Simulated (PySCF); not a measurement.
**A gas-phase reaction: H4OSi + H2S → H4OSSi + H2**

Aim: the reaction energy of `O[SiH3]` + `S` → `O[SiH2]S` + `[H][H]`.

Computed with PySCF 2.14.0; each step states its level. No surroundings beyond the atoms listed, unless a continuum is named. Atoms count from 0, parts from 1.

### Step 1. The system as given

Each species was relaxed by itself at PBE0-D3(BJ)/def2-SVPD.

### Step 2. Energies of the species: wB97M-D3(BJ)/def2-TZVPD

The job: settings as JSON, then the geometry in Å.

```
{"job": {"kind": "react", "xc": "wB97M-D3(BJ)", "basis": "def2-TZVPD"}, "charge": 0, "multiplicity": 1}
-1 H4OSi charge 0 multiplicity 1
O     -0.853500    -0.269320     0.922250
Si     0.363620     0.167660    -0.147430
H     -1.631180    -0.705440     0.568280
H     -0.139640     1.129830    -1.174130
H      1.413730     0.809310     0.686430
H      0.920960    -1.028250    -0.849080

-1 H2S charge 0 multiplicity 1
S     -0.006460     0.615350     0.012190
H     -0.981450    -0.318040    -0.012310
H      0.968320    -0.318410    -0.006480

+1 H4OSSi charge 0 multiplicity 1
O     -0.228480    -0.797760     1.273190
Si     0.094300    -0.443570    -0.327090
S      0.278060     1.665340    -0.700240
H      0.350380    -0.416100     1.938130
H     -1.045230    -1.035090    -1.070040
H      1.409870    -0.982180    -0.771740
H     -1.007520     1.952550    -0.392970

+1 H2 charge 0 multiplicity 1
H      0.379930     0.003300     0.016460
H     -0.379930    -0.003300    -0.016460
```

With the program's defaults for keys left out, this is: wB97M-D3(BJ)/def2-TZVPD reaction energy of separated species, gas phase.

The run is started by

```console
$ OMP_NUM_THREADS=1 python cluster_run.py task.json out
```

The driver reads the jobs from task.json and runs them one after another.

**Question.** The jobs that follow are: PBE0-D3(BJ)/def2-TZVPD reaction energy of separated species, gas phase; MP2/def2-TZVPD reaction energy of separated species, gas phase. Predict: reaction energy (wB97M-D3(BJ)/def2-TZVPD); ΔH, ΔG at 298 K (xTB thermal terms). Thermal terms come from harmonic xTB runs on each species.

**Answer**, as computed:

```
                                                quantity                      value
               reaction energy (wB97M-D3(BJ)/def2-TZVPD)            -11.50 kcal/mol
                     ΔH, ΔG at 298 K (xTB thermal terms)      -13.0, -11.1 kcal/mol
range of the reaction energy over the runs of this table  -14.46 to -11.50 kcal/mol
```

What this shows: The reaction is exothermic by 13.0 kcal/mol in the gas phase; dispersion gives -0.89, and xTB itself gave 0.72 for the electronic energy (xTB energies and thermal terms come from the earlier relaxation of each species, not shown). No barrier was sought. xTB and this level differ widely in the electronic energy, so what comes from xTB (the thermal terms above all) is less safe here. The reaction energy runs from -14.46 (MP2/def2-TZVPD) to -11.50 kcal/mol (wB97M-D3(BJ)/def2-TZVPD).
